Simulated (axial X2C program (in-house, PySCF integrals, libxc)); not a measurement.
# GeGa: EOM-EA-CCSD levels

Aim: EOM-EA-CCSD levels of GeGa, with spin–orbit coupling in the Hamiltonian from the start.

Program: an in-house X2C program for linear molecules on PySCF integrals. Level of theory: two-component X2C with atomic mean-field terms, Ge dyall-acv3z, Ga dyall-acv3z. These are calculated values, not measurements.

### 1 Set-up

Contents of task.json:

```json
{"zs": [32, 31], "q": 0, "bas": ["dyall-acv3z", "dyall-acv3z"], "r0": 2.45, "eom": "ea", "thr": -1.0, "nmax": 92, "grid": [1, 0.96, 1.045, 0.92, 1.09, 1.15]}
```

Keys: zs atomic numbers; q charge; bas basis sets; r0 starting distance in Å; eom kind of EOM run; thr threshold in hartree for freezing inner shells (an s shell follows its p shell); nmax most natural virtual spinors; grid distances as factors.

Command:

```
> python soeom.py task.json out
```

After this run come: EOM-EA-CCSD at 2.473 Å.

Q: Predict the outcome of this session. Wanted: next root led by one particle; T1 of the reference; lowest state, Re and ωe.

The runs gave:

| quantity | value |
| --- | --- |
| lowest root at 2.473 Å | Ω = 3/2, 6.905 eV |
| next root led by one particle | Ω = 1/2, about 30 cm⁻¹ higher |
| T1 of the reference | 0.054 |
| lowest state, Re and ωe | 2.571 Å, 202.7 cm⁻¹ |

The added electron is bound by 6.90 eV in a spinor of 60% Ge pπ, 29% Ga pπ. Errors of 0.1 to 0.3 eV are usual at this size, and roots led by higher excitations are left out, so the list is incomplete, and low states of that kind can be missing. T1 or the largest double amplitude of the reference is raised, which lowers the reliability.
